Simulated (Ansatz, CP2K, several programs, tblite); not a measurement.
Energy against volume for KMgI3 in the cubic perovskite structure, at fixed shape and fractional coordinates, computed by several methods (PBE and r2SCAN, where shown, with plane waves in Ansatz); the cell shown is that of r2SCAN. The symmetry is Pm-3m (No. 221, cubic); conventional cell a = 5.814 Å, 39.30 Å³ an atom. K is surrounded by 12 I at 4.11 Å; Mg is surrounded by 6 I at 2.91 Å; I is surrounded by 2 Mg at 2.91 Å and 4 K at 4.11 Å. Simulation only: spin-unpolarised, and no claim that this is the phase found in nature. Energies count from each curve's lowest point; fits are third-order Birch-Murnaghan.

```
K Mg I
1.0
     5.81386    0.00000    0.00000
     0.00000    5.81386    0.00000
     0.00000    0.00000    5.81386
K Mg I
1 1 3
Direct
  0.00000 0.00000 0.00000
  0.50000 0.50000 0.50000
  0.50000 0.50000 0.00000
  0.50000 0.00000 0.50000
  0.00000 0.50000 0.50000
```

r2SCAN, on the shape of its own relaxed cell:

| V (Å³/atom) | E (meV/atom) |
| --- | --- |
| 36.945 | 10.50 |
| 38.124 | 2.50 |
| 39.303 | 0.00 |
| 40.482 | 2.16 |
| 41.661 | 8.26 |

V₀ = 39.31 Å³ an atom and B₀ = 21 GPa.

PBE/SZV (CP2K), on the shape of the cell shown:

| V (Å³/atom) | E (meV/atom) |
| --- | --- |
| 34.586 | 211.33 |
| 36.945 | 117.17 |
| 39.303 | 54.03 |
| 41.661 | 16.43 |
| 44.019 | 0.00 |

This method closes the gap of a crystal that DFT finds insulating, so its curve rests on a wrong state.
The lowest point is an end point, so the minimum isn't bracketed.

GFN2-xTB (tblite), on the shape of the cell shown, as a cluster of 40 atoms at the zone centre:
```csv
V (Å³/atom),E (meV/atom)
34.586,208.81
36.945,104.30
39.303,48.10
41.661,14.95
44.019,0.00
```
The lowest point is an end point, so the minimum isn't bracketed.

Question: PBE, on the shape of its own relaxed cell, gives
```csv
V (Å³/atom),E (meV/atom)
37.683,9.90
38.886,2.42
40.088,0.00
41.291,1.88
42.494,7.39
```
What equilibrium volume and bulk modulus follow?

Answer: V₀ = 40.13 Å³ an atom and B₀ = 19 GPa.

GFN1-xTB (tblite), on the shape of the cell shown, as a cluster of 40 atoms at the zone centre:
```
V (Å³/atom)  E (meV/atom)
     34.586         35.72
     36.945          2.25
     39.303          0.00
     41.661         18.72
     44.019         51.66
```
This method closes the gap of a crystal that DFT finds insulating, so its curve rests on a wrong state.
V₀ = 38.30 Å³ an atom and B₀ = 27 GPa.

No spin-orbit coupling is included; it can move band edges with weight on the heavy atoms by tenths of an eV.
